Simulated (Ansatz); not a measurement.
**CH5B2N: up Jacob's ladder to CCSD(T)**

An exercise on one series of results from a longer session: the logs are not shown, and one member is left open.

Program: Ansatz 0.2.0, Gaussian basis. Level of theory: functionals in def2-TZVPP, the program's frozen cores in correlated methods. These are calculated values, not measurements.

Levels to be run: LDA (SPW92), PBE-D4, revPBE-D4, BLYP-D4, r2SCAN-D4, B97M-V, PBE0-D4, B3LYP-D4, r2SCANh-D4, r2SCAN0-D4, HSE06-D4, BHLYP-D4, CAM-B3LYP-D4, LC-ωPBE, ωB97X-V, ωB97M-V, B2PLYP, PBE-QIDH; CCSD(T)/def2-SVP; CCSD(T)/def2-TZVPP; MP2/def2-QZVPP; extrapolation to the limit; RPA on PBE.

1 further run of the same task is left out (it didn't finish).

## Structure used throughout

All runs share one geometry, relaxed beforehand with PBE0-D4 in a triple-zeta def2 set.

SMILES `BBC=N`, 9 atoms, charge 0, spin multiplicity 1.

Atoms are counted from 1 here; the program's logs count them from 0.

Bond lengths: B1–B2 1.634 Å, B1–H5 1.199 Å, B1–H6 1.199 Å, B2–C3 1.562 Å, B2–H7 1.203 Å, C3–N4 1.274 Å, C3–H8 1.099 Å, N4–H9 1.023 Å. Angles: B2–B1–H5 121.5°, B2–B1–H6 122.2°, H5–B1–H6 116.3°, B1–B2–C3 122.8°, B1–B2–H7 121.0°, C3–B2–H7 116.2°, B2–C3–N4 124.8°, B2–C3–H8 119.1°, N4–C3–H8 116.0°, C3–N4–H9 111.5°.

The first run:

Contents of in.yaml:

```yaml
crystal:
  periodic: [false, false, false]
  atoms:
    - {symbol: B, position_ang: [-0.625779, 1.257157, -0.702426]}
    - {symbol: B, position_ang: [0.513595, 0.107466, -0.477299]}
    - {symbol: C, position_ang: [0.236650, -1.215829, 0.305828]}
    - {symbol: N, position_ang: [0.118893, -1.301036, 1.571194]}
    - {symbol: H, position_ang: [-1.286914, 1.296087, -1.702107]}
    - {symbol: H, position_ang: [-0.852214, 2.101777, 0.118634]}
    - {symbol: H, position_ang: [1.631393, 0.251957, -0.898173]}
    - {symbol: H, position_ang: [0.183210, -2.163221, -0.248143]}
    - {symbol: H, position_ang: [0.169665, -0.380558, 2.015293]}
basis:
  gaussian: {orbitals: def2-TZVPP}
hamiltonian: {xc: lda}
output: {orbitals: {seedname: orbitals}}
```

On the command line:

```
$ ansatz run in.yaml --threads 2 --pin off --events-out ev --progress --plain --max-ram 4352MiB
```

Among the steps run: LDA; PBE-D4 (GGA); revPBE-D4 (GGA); BLYP-D4 (GGA); r2SCAN-D4 (meta-GGA); B97M-V (meta-GGA); PBE0-D4 (hybrid); B3LYP-D4 (hybrid); r2SCANh-D4 (hybrid); r2SCAN0-D4 (hybrid); HSE06-D4 (hybrid); BHLYP-D4 (hybrid); CAM-B3LYP-D4 (range-separated); LC-ωPBE (range-separated); ωB97X-V (range-separated); ωB97M-V (range-separated); B2PLYP (double hybrid); PBE-QIDH (double hybrid).

One of the session's tables, all rows but one given; the rest of the session is left out.

It belongs to the step «Orbital energies across the functionals». 

| functional | HOMO (eV) | LUMO (eV) | gap (eV) |
| --- | --- | --- | --- |
| LDA (SPW92) | ? | ? | ? |
| PBE-D4 | -6.00 | -3.05 | 2.95 |
| revPBE-D4 | -5.96 | -2.94 | 3.02 |
| BLYP-D4 | -5.90 | -2.90 | 3.00 |
| r2SCAN-D4 | -6.24 | -2.72 | 3.51 |
| B97M-V | -6.42 | -2.79 | 3.63 |
| PBE0-D4 | -7.37 | -2.09 | 5.28 |
| B3LYP-D4 | -7.16 | -2.30 | 4.85 |
| r2SCANh-D4 | -6.75 | -2.39 | 4.36 |
| r2SCAN0-D4 | -7.55 | -1.89 | 5.65 |
| HSE06-D4 | -6.97 | -2.47 | 4.50 |
| BHLYP-D4 | -8.74 | -1.04 | 7.70 |
| CAM-B3LYP-D4 | -8.78 | -0.99 | 7.79 |
| LC-ωPBE | -10.12 | 0.22 | 10.34 |
| ωB97X-V | -9.79 | 0.12 | 9.91 |
| ωB97M-V | -9.70 | -0.13 | 9.57 |

Estimate the missing values for LDA (SPW92).

**Answer.** HOMO (eV): -6.09; LUMO (eV): -3.33; gap (eV): 2.77. In the column «HOMO (eV)» it lies between r2SCAN-D4 (-6.24) and PBE-D4 (-6.00).
